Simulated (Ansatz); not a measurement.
Runs of Ansatz 0.2.0 on BiTe. Symmetry: Fm-3m, No. 225, cubic system. The conventional cell has a = 6.470 Å, b = 6.470 Å, c = 6.470 Å, α = 90.00°, β = 90.00°, γ = 90.00°. Bi (site symmetry m-3m) is surrounded by 6 Te at 3.23 Å. Te (site symmetry m-3m) is surrounded by 6 Bi at 3.23 Å. 

```tsv
task	level	cell	k mesh	smearing	points for each segment of the path	mesh quality	gap on the mesh (eV)	pressure (GPa)
single point	PBE	as given	7 × 7 × 7	gaussian 0.011 eV	-	not flagged	none	1.0
single point	PBE	as given	7 × 7 × 7	gaussian 0.013 eV	-	not flagged	none	1.0
band structure	PBE	as given	7 × 7 × 7	fermi-dirac 0.05 eV	14	not flagged	none	(a)
band structure	revPBE	as given	7 × 7 × 7	fermi-dirac 0.05 eV	14	not flagged	none	1.9
relaxation of cell and atoms	PBE0	relaxed	4 × 4 × 4	fermi-dirac 0.05 eV	-	coarse	none	-
band structure	RPBE	as given	7 × 7 × 7	fermi-dirac 0.05 eV	14	not flagged	none	2.2
band structure	HSE03	as given	4 × 4 × 4	fermi-dirac 0.05 eV	4	coarse	none	-
single point	PBE	as given	7 × 7 × 7	gaussian 0.026 eV	-	not flagged	none	1.0
```

Alike in all rows: potentials or basis Ansatz PAW; no spin polarisation; cutoff (eV) 420.

Task: Fill in the values left out.

Result: (a) 0.9.

Caveats: some runs use coarse meshes; spin-orbit coupling is left out, which moves the levels of the heavy elements; the PAW data sets come from PBE, with cores solved anew for the run's functional, which leaves a small shift of forces and pressure (some runs); the potentials were made for another functional, which shifts forces and pressure (some runs); the plane-wave basis is chosen anew once the cell has moved, so the energies of steps on either side of that aren't comparable (some runs).

A k mesh can miss the band edges, and the runs leave out spin-orbit coupling on Bi, Te.

A gap of «none» marks a metal or a gap under the smearing width.

Not every run made on this cell is shown here.
